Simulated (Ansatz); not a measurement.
# CrO2 (P4_2/mnm): a single-point run

The task is a single-point run on CrO2 (P4_2/mnm). The structure is shown as the input types it.

Computed with Ansatz 0.2.0 (Kohn-Sham DFT, with the functional, basis and potentials that each input names (as first typed), unless a step's input says otherwise).

1 further run of the same task is left out (it didn't finish). Runs told in other sessions of the task aren't counted.

## Step 1: The starting structure

It takes space group P4_2/mnm (No. 136, tetragonal). The conventional cell has a = 4.403 Å, b = 4.403 Å, c = 2.913 Å, α = 90.00°, β = 90.00°, γ = 90.00°. Cr (site symmetry mmm) has 6 O at 1.89 to 1.91 Å in its first shell of neighbours. Around O (site symmetry m2m) lie 3 Cr at 1.89 to 1.91 Å.

Structure file:

```
Cr O
1.0
     4.40308    0.00000    0.00000
     0.00000    4.40308    0.00000
     0.00000    0.00000    2.91285
Cr O
2 4
Direct
  0.00000 0.00000 0.00000
  0.50000 0.50000 0.50000
  0.30275 0.30275 0.00000
  0.19725 0.80275 0.50000
  0.69725 0.69725 0.00000
  0.80275 0.19725 0.50000
```

## Step 2: Input and run

The input, input.yaml:

```yaml
crystal:
  lattice:
    - [4.4030760031, 0.0, 0.0]
    - [0.0, 4.4030760031, 0.0]
    - [0.0, 0.0, 2.912849265]
  atoms:
    - { symbol: Cr, position: [0.0, 0.0, 0.0], spin: 2.0 }
    - { symbol: Cr, position: [0.5, 0.5, 0.5], spin: 2.0 }
    - { symbol: O, position: [0.302749254, 0.302749254, 0.0] }
    - { symbol: O, position: [0.197250746, 0.802749254, 0.5] }
    - { symbol: O, position: [0.697250746, 0.697250746, 0.0] }
    - { symbol: O, position: [0.802749254, 0.197250746, 0.5] }
basis:
  ecutwfc: 500
  ecutrho_ratio: 4
kpoints:
  mp_grid: { grid: [6, 6, 10] }
hamiltonian:
  xc: r2scan
  hubbard: { sites: [{ species: O, l: f, u_eff: 4.0 }] }
scf:
  occupations: { method: gaussian, width: 0.05 }
  max_iter: 50
output:
  forces: true
  stress: true
magnetization:
  spin_polarized: true
```

Command:

```bash
$ ansatz run input.yaml --threads 4 --pin off --max-ram 7168MiB --backend cpu --events-out ev --progress --plain --runs-dir out
```

What happens when this is run?

The program refused the input before any cycle. The line that matters: «inconsistent input (hamiltonian.hubbard.sites[].l, hamiltonian.hubbard.sites[].shell): the file of O doesn't list 4f, and it can't be added: PBE doesn't bind the shell 4f of the free atom, whose level lies at +1.15 eV ...»

In the input, hamiltonian.hubbard.sites is [{species: O, l: f, u_eff: 4.0}]. The Hubbard term names a species or shell that the system's potentials don't have.

The cure: delete hamiltonian.hubbard.sites.
